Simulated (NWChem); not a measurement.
**the pair ZnNH2Cl···BH3Se: a chain of runs**

We compute a single-point energy (singlet ZnBNH5SeCl, TPSS-D3(0)/3-21G), then the energy (singlet ZnNH2Cl, TPSS-D3(0)/3-21G), then a single-point energy (singlet BH3Se, TPSS-D3(0)/3-21G), then the energy (singlet ZnNH2Cl, TPSS-D3(0)/3-21G), then a single-point energy (singlet BH3Se, TPSS-D3(0)/3-21G) of BClH5NSeZn and its partners. 

Program for the calculation: NWChem 7.3.0.

## Step 1: The system as given

ZnBNH5SeCl has 10 atoms, charge 0, and is taken as a singlet. The two molecules were placed rigidly side by side, at 1.1 times their contact distance; the pair isn't optimised.

Bond lengths: N1–Zn2 1.813 Å, Zn2–Cl3 2.093 Å, B6–Se7 1.899 Å, N1–H4 1.011 Å, N1–H5 1.011 Å, B6–H8 1.189 Å, B6–H9 1.191 Å, Se7–H10 1.470 Å. Angles: N1–Zn2–Cl3 175.4°, Zn2–N1–H4 115.8°, Zn2–N1–H5 115.8°, B6–Se7–H10 97.7°, Se7–B6–H8 121.0°, Se7–B6–H9 115.7°, H4–N1–H5 107.8°, H8–B6–H9 123.2°.

## Step 2: A single-point energy at TPSS-D3(0)/3-21G (run 1)

The input, run.nw:

```
start run
title "BClH5NSeZn"
memory 2200 mb

geometry units atomic noautosym nocenter noautoz
N     -0.87222199     1.46162757    -0.70543476
Zn     1.12824209    -1.05567660     0.47696687
Cl     3.68900996    -3.79370078     1.73798112
H     -2.06180459     0.98107021    -2.12121757
H     -1.88322547     2.40667960     0.61170435
B     -9.30625866     2.57172828    -4.32121783
Se    -8.32787185    -0.45744600    -2.66640356
H    -10.49187283     4.14844017    -3.24530226
H     -8.65672199     2.76631338    -6.46722861
H     -9.47026799     0.08475422    -0.19305442
end

basis spherical bse
N library 3-21G
Zn library 3-21G
Cl library 3-21G
H library 3-21G
B library 3-21G
Se library 3-21G
end

dft
xc xtpss03 ctpss03
disp vdw 3
grid fine
convergence energy 1e-08
iterations 100
mulliken
print low
end

task dft energy
```

Launch:

```bash
nwchem run.nw > run.out
```

Standard output:

```text
[...]
 d= 0,ls=0.0,diis     1  -4700.7054084384 -5.23D+03  2.86D-02  7.48D-01     2.0
[...]
 d= 0,ls=0.5,diis    42  -4700.8214673997 -6.84D-09  1.13D-06  7.88D-09    63.9
         Total DFT energy =    -4700.821467404315
      One electron energy =    -7608.564378910938
           Coulomb energy =     2574.653675508657
    Exchange-Corr. energy =     -199.151113438263
 Nuclear repulsion energy =      532.244257665524
    Dispersion correction =       -0.003908229294
[...]
      Total Density - Mulliken Population Analysis
     ---------------------------------------------
    Atom       Charge   Shell Charges
 -----------   ------   -------------------------------------------------------
    1 N    7     7.85   1.99  0.38  1.82  1.35  2.31
    2 Zn  30    29.41   2.00  2.00  6.00  2.00  5.97  0.91  0.65  0.05  0.11  5.02  4.70
    3 Cl  17    17.36   2.00  1.95  5.89  1.15  3.08  0.88  2.41
    4 H    1     0.69   0.46  0.23
    5 H    1     0.70   0.46  0.24
    6 B    5     5.24   1.99  0.42  1.26  0.78  0.79
    7 Se  34    33.93   2.00  2.00  5.99  2.00  5.95  0.84  2.14  1.14  1.89  9.99
    8 H    1     0.93   0.46  0.47
    9 H    1     0.93   0.46  0.46
   10 H    1     0.96   0.44  0.52
[...]
```

It took 66 s on 1 thread of Intel Xeon Platinum 8488C (Sapphire Rapids), shared host; peak memory 0.13 GiB.

## Step 3: ZnNH2Cl: the energy at TPSS-D3(0)/3-21G (run 2)

The input, mol.nw:

```
start mol
title "ClH2NZn"
memory stack 880 mb heap 220 mb global 1100 mb

geometry units angstrom noautosym nocenter noautoz
N    -0.461560    0.773460   -0.373300
Zn    0.597040   -0.558640    0.252400
Cl    1.952140   -2.007540    0.919700
H    -1.091060    0.519160   -1.122500
H    -0.996560    1.273560    0.323700
end

basis spherical bse
* library 3-21G
end

dft
xc xtpss03 ctpss03
disp vdw 3
grid fine
convergence energy 1e-08
iterations 100
mulliken
print low
end

task dft
```

Launch:

```bash
nwchem mol.nw > mol.out
```

Standard output:

```text
[...]
 d= 0,ls=0.0,diis     1  -2284.1522730516 -2.52D+03  3.19D-02  5.34D-01     0.7
[...]
 d= 0,ls=0.0,diis    11  -2284.2367095396 -1.22D-09  2.18D-07  1.19D-10     6.1
         Total DFT energy =    -2284.236709539593
      One electron energy =    -3641.755622214011
           Coulomb energy =     1233.390027502149
    Exchange-Corr. energy =     -107.006220331716
 Nuclear repulsion energy =      231.136698432324
    Dispersion correction =       -0.001592928340
[...]
      Total Density - Mulliken Population Analysis
     ---------------------------------------------
    Atom       Charge   Shell Charges
 -----------   ------   -------------------------------------------------------
    1 N    7     7.85   1.99  0.38  1.82  1.35  2.31
    2 Zn  30    29.40   2.00  2.00  6.00  2.00  5.97  0.91  0.65  0.05  0.11  5.02  4.70
    3 Cl  17    17.36   2.00  1.95  5.89  1.15  3.08  0.88  2.41
    4 H    1     0.70   0.46  0.23
    5 H    1     0.70   0.46  0.23
[...]
```

Run time: 7.2 s. Hardware: 1 thread of Intel Xeon Platinum 8488C (Sapphire Rapids), shared host; peak memory 0.12 GiB.

## Step 4: BH3Se: the energy at TPSS-D3(0)/3-21G (run 3)

The input, calc.nw:

```
start calc
title "BH3Se TPSS"
memory stack 880 mb heap 220 mb global 1100 mb
charge 0

geometry units au noautosym nocenter noautoz
B     -9.30625866     2.57172828    -4.32121783
Se    -8.32787185    -0.45744600    -2.66640356
H    -10.49187283     4.14844017    -3.24530226
H     -8.65672199     2.76631338    -6.46722861
H     -9.47026799     0.08475422    -0.19305442
end

basis spherical bse
* library 3-21G
end

dft
xc xtpss03 ctpss03
mult 1
disp vdw 3
grid fine
convergence energy 1e-08
iterations 100
mulliken
print low
end

task dft
```

Launch:

```bash
nwchem calc.nw > calc.out
```

Standard output:

```text
[...]
 d= 0,ls=0.0,diis     1  -2416.5496740510 -2.50D+03  2.27D-02  2.13D-01     0.5
[...]
 d= 0,ls=0.0,diis    10  -2416.5814996323 -1.69D-10  3.26D-07  6.29D-11     3.7
         Total DFT energy =    -2416.581499632298
      One electron energy =    -3523.313261433542
           Coulomb energy =     1119.735313462836
    Exchange-Corr. energy =      -92.146898262303
 Nuclear repulsion energy =       79.144202023937
    Dispersion correction =       -0.000855423226
[...]
      Total Density - Mulliken Population Analysis
     ---------------------------------------------
    Atom       Charge   Shell Charges
 -----------   ------   -------------------------------------------------------
    1 B    5     5.24   1.99  0.42  1.26  0.78  0.80
    2 Se  34    33.92   2.00  2.00  5.99  2.00  5.95  0.84  2.14  1.13  1.88  9.99
    3 H    1     0.94   0.46  0.47
    4 H    1     0.93   0.46  0.47
    5 H    1     0.97   0.44  0.53
[...]
```

Wall time 4.5 s (1 thread of Intel Xeon Platinum 8488C (Sapphire Rapids), shared host); peak memory 0.11 GiB.

## Step 5: ZnNH2Cl among ghost functions: the energy at TPSS-D3(0)/3-21G (with ghost functions) (run 4)

The input, nw.nw:

```
start nw
title "ClH2NZn TPSS"
memory stack 880 mb heap 220 mb global 1100 mb
charge 0

geometry units bohr noautosym nocenter noautoz
  N     -0.87222199     1.46162757    -0.70543476
  Zn     1.12824209    -1.05567660     0.47696687
  Cl     3.68900996    -3.79370078     1.73798112
  H     -2.06180459     0.98107021    -2.12121757
  H     -1.88322547     2.40667960     0.61170435
  bqB     -9.306259     2.571728    -4.321218
  bqSe    -8.327872    -0.457446    -2.666404
  bqH    -10.491873     4.148440    -3.245302
  bqH     -8.656722     2.766313    -6.467229
  bqH     -9.470268     0.084754    -0.193054
end

basis spherical bse
  N library 3-21G
  Zn library 3-21G
  Cl library 3-21G
  H library 3-21G
  bqB library B 3-21G
  bqSe library Se 3-21G
  bqH library H 3-21G
end

dft
  xc xtpss03 ctpss03
  disp vdw 3
  grid fine
  convergence energy 1e-08
  maxiter 100
  mulliken
  noprint "final vectors analysis"
end

task dft energy
```

Launch:

```bash
nwchem nw.nw > nw.out
```

Standard output:

```text
[...]
          Wavefunction type:  closed shell.
          No. of atoms     :    10
          No. of electrons :    56
[...]
          Charge           :     0
          Spin multiplicity:     1
[...]
          AO basis - number of functions:    90
[...]
              XC Information
              --------------
                  TPSS metaGGA Exchange Functional  1.000
             TPSS03 metaGGA Correlation Functional  1.000
[...]
 d= 0,ls=0.0,diis     1  -2284.1527914973 -2.52D+03  1.88D-02  5.33D-01     1.7
[...]
 d= 0,ls=0.0,diis    11  -2284.2371539521 -1.23D-09  1.24D-07  1.08D-10    17.3
         Total DFT energy =    -2284.237153952132
      One electron energy =    -3641.743353506120
           Coulomb energy =     1233.376655136048
    Exchange-Corr. energy =     -107.005544443497
 Nuclear repulsion energy =      231.136681790132
    Dispersion correction =       -0.001592928697
[...]
      Total Density - Mulliken Population Analysis
     ---------------------------------------------
    Atom       Charge   Shell Charges
 -----------   ------   -------------------------------------------------------
    1 N    7     7.85   1.99  0.38  1.82  1.36  2.31
    2 Zn  30    29.40   2.00  2.00  6.00  2.00  5.97  0.91  0.65  0.05  0.11  5.02  4.70
    3 Cl  17    17.36   2.00  1.95  5.89  1.15  3.08  0.88  2.41
    4 H    1     0.70   0.46  0.23
    5 H    1     0.70   0.46  0.23
    6 X    0     0.00  -0.00 -0.00 -0.00  0.00  0.00
    7 X    0     0.00  -0.00 -0.00 -0.00 -0.00  0.00 -0.00 -0.00  0.00  0.00 -0.00
    8 X    0     0.00   0.00  0.00
    9 X    0    -0.00   0.00 -0.00
   10 X    0    -0.00   0.00 -0.00
[...]
```

Wall time 18 s (1 thread of Intel Xeon Platinum 8488C (Sapphire Rapids), shared host); peak memory 0.13 GiB.

## Step 6: BH3Se among ghost functions: a single-point energy at TPSS-D3(0)/3-21G (with ghost functions) (run 5)

The input, a.nw:

```
start a
title "BH3Se TPSS"
memory stack 880 mb heap 220 mb global 1100 mb

geometry units bohr noautosym nocenter noautoz
   B     -9.30625866     2.57172828    -4.32121783
   Se    -8.32787185    -0.45744600    -2.66640356
   H    -10.49187283     4.14844017    -3.24530226
   H     -8.65672199     2.76631338    -6.46722861
   H     -9.47026799     0.08475422    -0.19305442
   bqN     -0.872222     1.461628    -0.705435
   bqZn     1.128242    -1.055677     0.476967
   bqCl     3.689010    -3.793701     1.737981
   bqH     -2.061805     0.981070    -2.121218
   bqH     -1.883225     2.406680     0.611704
end

basis "ao basis" spherical bse
   B library 3-21G
   Se library 3-21G
   H library 3-21G
   bqN library N 3-21G
   bqZn library Zn 3-21G
   bqCl library Cl 3-21G
   bqH library H 3-21G
end

dft
   xc xtpss03 ctpss03
   disp vdw 3
   grid fine
   convergence energy 1e-08
   iterations 100
   mulliken
   print low
end

task dft energy
```

Launch:

```bash
nwchem a.nw > a.out
```

Standard output:

```text
[...]
 d= 0,ls=0.0,diis     1  -2416.5503722027 -2.50D+03  9.30D-03  2.14D-01     1.7
[...]
 d= 0,ls=0.0,diis    10  -2416.5822712384 -1.83D-10  1.43D-07  7.06D-11    14.4
         Total DFT energy =    -2416.582271238371
      One electron energy =    -3523.265129814874
           Coulomb energy =     1119.684140247353
    Exchange-Corr. energy =      -92.144628271561
 Nuclear repulsion energy =       79.144202023937
    Dispersion correction =       -0.000855423226
[...]
      Total Density - Mulliken Population Analysis
     ---------------------------------------------
    Atom       Charge   Shell Charges
 -----------   ------   -------------------------------------------------------
    1 B    5     5.25   1.99  0.42  1.26  0.78  0.80
    2 Se  34    33.91   2.00  2.00  5.99  2.00  5.95  0.84  2.14  1.13  1.87  9.99
    3 H    1     0.94   0.46  0.47
    4 H    1     0.93   0.46  0.47
    5 H    1     0.97   0.44  0.53
    6 X    0    -0.00   0.00  0.00 -0.00 -0.00 -0.00
    7 X    0     0.01  -0.00 -0.00 -0.00 -0.00 -0.00 -0.00 -0.00  0.00  0.01 -0.00 -0.00
    8 X    0    -0.00  -0.00 -0.00 -0.00 -0.00  0.00 -0.00 -0.00
    9 X    0     0.00  -0.00  0.00
   10 X    0     0.00  -0.00  0.00
[...]
```

Run time: 15 s. Hardware: 1 thread of Intel Xeon Platinum 8488C (Sapphire Rapids), shared host; peak memory 0.13 GiB.

## Step 7: Summary of results

```
                                                                                                                    quantity           value
                                                                                       run 1, TPSS-D3(0)/3-21G: total energy  -4700.82147 Eh
                                                                                  run 1, TPSS-D3(0)/3-21G: dispersion energy   -10.26 kJ/mol
                                                                                                       ZnNH2Cl: total energy  -2284.23671 Eh
                                                                                                  ZnNH2Cl: dispersion energy    -4.18 kJ/mol
                                                                                                         BH3Se: total energy  -2416.58150 Eh
                                                                                                    BH3Se: dispersion energy    -2.25 kJ/mol
                                                                                 ZnNH2Cl among ghost functions: total energy  -2284.23715 Eh
                                                                                ZnNH2Cl among ghost functions: dipole moment          3.44 D
                                                                            ZnNH2Cl among ghost functions: dispersion energy    -4.18 kJ/mol
                                                                                   BH3Se among ghost functions: total energy  -2416.58227 Eh
                                                                              BH3Se among ghost functions: dispersion energy    -2.25 kJ/mol
              interaction energy of the rigid parts ZnNH2Cl and BH3Se (parts in their own basis; closest atoms 3.41 Å apart)       -0.089 eV
interaction energy of the rigid parts ZnNH2Cl and BH3Se (parts in the whole basis, counterpoise; closest atoms 3.41 Å apart)       -0.056 eV
```

**Reading.** The interaction energy of the rigid parts ZnNH2Cl and BH3Se (parts in their own basis; closest atoms 3.41 Å apart) is −0.09 eV (−2.0 kcal/mol): the parts attract. Without counterpoise this holds the superposition error of the basis. The interaction energy of the rigid parts ZnNH2Cl and BH3Se (parts in the whole basis, counterpoise; closest atoms 3.41 Å apart) is −0.06 eV (−1.3 kcal/mol): the parts attract. The basis-set superposition error is 3.2 kJ/mol. Mulliken charges (run 1, TPSS-D3(0)/3-21G) run from -0.85 on N1 to +0.59 on Zn2. Mulliken charges (ZnNH2Cl) run from -0.85 on N1 to +0.60 on Zn2; they depend strongly on the basis. Mulliken charges (BH3Se) run from -0.24 on B1 to +0.08 on Se2.
